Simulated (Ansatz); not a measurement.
# CH5AlBFO: small, medium and large basis sets

One table from this session's results is given with a row withheld; the runs are named, their logs left out.

The runs use Ansatz 0.2.0, Gaussian basis; one geometry, several basis sets.

Levels to be run: PBE0-D4/def2-SVP; ωB97M-V/def2-SVP; PBE0-D4/def2-QZVPP; ωB97M-V/def2-QZVPP; the functionals' def2-TZVPP values are taken from earlier runs.

### The geometry

An earlier PBE0-D4 in a triple-zeta def2 set relaxation fixed the geometry.

10 atoms, charge 0, spin multiplicity 1.

Atoms are counted from 1 here; the program's logs count them from 0.

Bond lengths: C1–Al2 1.947 Å, C1–H6 1.093 Å, C1–H7 1.096 Å, C1–H8 1.094 Å, Al2–F3 1.663 Å, Al2–B4 2.150 Å, B4–O5 1.357 Å, B4–H9 1.209 Å, O5–H10 0.963 Å. Angles: Al2–C1–H6 111.8°, Al2–C1–H7 110.4°, Al2–C1–H8 112.1°, H6–C1–H7 106.9°, H6–C1–H8 108.4°, H7–C1–H8 107.0°, C1–Al2–F3 116.0°, C1–Al2–B4 128.2°, F3–Al2–B4 115.8°, Al2–B4–O5 117.8°, Al2–B4–H9 124.7°, O5–B4–H9 117.5°, B4–O5–H10 113.8°.

Coordinates:

```tsv
atom	x (Å)	y (Å)	z (Å)
C1	0.38336	-1.81365	0.63205
Al2	0.83068	-0.03532	-0.02364
F3	2.43741	0.23724	-0.35665
B4	-0.48446	1.63785	-0.33159
O5	-1.53392	1.47004	-1.17552
H6	1.04542	-2.57857	0.21711
H7	0.49083	-1.85641	1.72207
H8	-0.64982	-2.08860	0.40216
H9	-0.35653	2.71973	0.19363
H10	-2.07966	2.25648	-1.27672
```

Set-up of the first run:

Contents of in.yaml:

```yaml
crystal:
  periodic: [false, false, false]
  atoms:
    - {symbol: C, position_ang: [0.383357, -1.813649, 0.632046]}
    - {symbol: Al, position_ang: [0.830680, -0.035317, -0.023639]}
    - {symbol: F, position_ang: [2.437406, 0.237243, -0.356654]}
    - {symbol: B, position_ang: [-0.484458, 1.637852, -0.331593]}
    - {symbol: O, position_ang: [-1.533925, 1.470042, -1.175519]}
    - {symbol: H, position_ang: [1.045418, -2.578569, 0.217112]}
    - {symbol: H, position_ang: [0.490833, -1.856411, 1.722070]}
    - {symbol: H, position_ang: [-0.649824, -2.088597, 0.402165]}
    - {symbol: H, position_ang: [-0.356531, 2.719732, 0.193629]}
    - {symbol: H, position_ang: [-2.079657, 2.256475, -1.276715]}
basis:
  gaussian: {orbitals: def2-SVP}
hamiltonian: {xc: pbe0, dispersion: d4}
output: {orbitals: {seedname: orbitals}}
```

Among the steps run: PBE0-D4 in def2-SVP; ωB97M-V in def2-SVP; PBE0-D4 in def2-QZVPP; ωB97M-V in def2-QZVPP.

One of the session's tables, all rows but one given; the rest of the session is left out.

It belongs to the step «Density functionals: the series». 

| functional | basis | HOMO (eV) |
| --- | --- | --- |
| PBE0-D4 | def2-SVP | ? |
| PBE0-D4 | def2-TZVPP | -7.02 |
| PBE0-D4 | def2-QZVPP | -7.04 |
| ωB97M-V | def2-SVP | -9.01 |
| ωB97M-V | def2-TZVPP | -9.14 |
| ωB97M-V | def2-QZVPP | -9.17 |

Estimate the missing values for PBE0-D4, def2-SVP.

As computed: HOMO (eV): -6.90. In the column «HOMO (eV)» it is the highest.
